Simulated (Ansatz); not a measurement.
# AlN (wurtzite type): the cost of one run

Method: DFT, PBE, PAW with Ansatz's default frozen-core files, scalar-relativistic, in Ansatz 0.2.0.

## (1) The system as given

It takes space group P6_3mc (No. 186, hexagonal). Conventional cell: a = 3.049 Å, b = 3.049 Å, c = 4.969 Å, α = 90.00°, β = 90.00°, γ = 120.00°. Around Al (site symmetry 3m) lie 4 N at 1.86 to 1.87 Å. N (site symmetry 3m) has 4 Al at 1.86 to 1.87 Å as nearest neighbours.

Structure file:

```xyz
4
Lattice="3.0487 0.0000 0.0000 -1.5243 2.6402 0.0000 0.0000 0.0000 4.9694" Properties=species:S:1:pos:R:3 pbc="T T T"
Al    0.0000    1.7602    0.0000
Al    1.5243    0.8801    2.4847
N     0.0000    1.7602    1.8685
N     1.5243    0.8801    4.3532
```

Atoms are numbered in the order of the input: Al1, Al2, N3, N4.

## (2) Bulk cell relaxed, PAW

Contents of input.yaml:

```yaml
crystal:
  lattice:
    - [3.0486945782, 0.0, 0.0]
    - [-1.5243472891, 2.6402469531, 0.0]
    - [0.0, 0.0, 4.9693721624]
  atoms:
    - { symbol: Al, position: [0.3333333333, 0.6666666667, 0.0] }
    - { symbol: Al, position: [0.6666666667, 0.3333333333, 0.5] }
    - { symbol: "N", position: [0.3333333333, 0.6666666667, 0.376] }
    - { symbol: "N", position: [0.6666666667, 0.3333333333, 0.876] }
kpoints:
  mp_grid: { grid: [12, 12, 7] }
scf:
  occupations: { method: fermi_dirac, width: 0.02 }
hamiltonian:
  xc: pbe
  pseudopotentials: { kind: paw }
output:
  forces: true
  stress: true
  write_density: true
  write_potential: true
  elf: true
  volumetric_format: npy
relax:
  f_tol: 0.005
  max_steps: 40
  cell: {}
```

Run with:

```console
> ansatz run input.yaml --threads 1 --pin off --max-ram 3584MiB --backend cpu --events-out ev --progress --plain --runs-dir out
```

Q: Estimate wall time and peak memory on 1 thread of AMD EPYC 7R43 (Zen 3), shared host.

About 26 s, with a peak of 0.42 GiB.
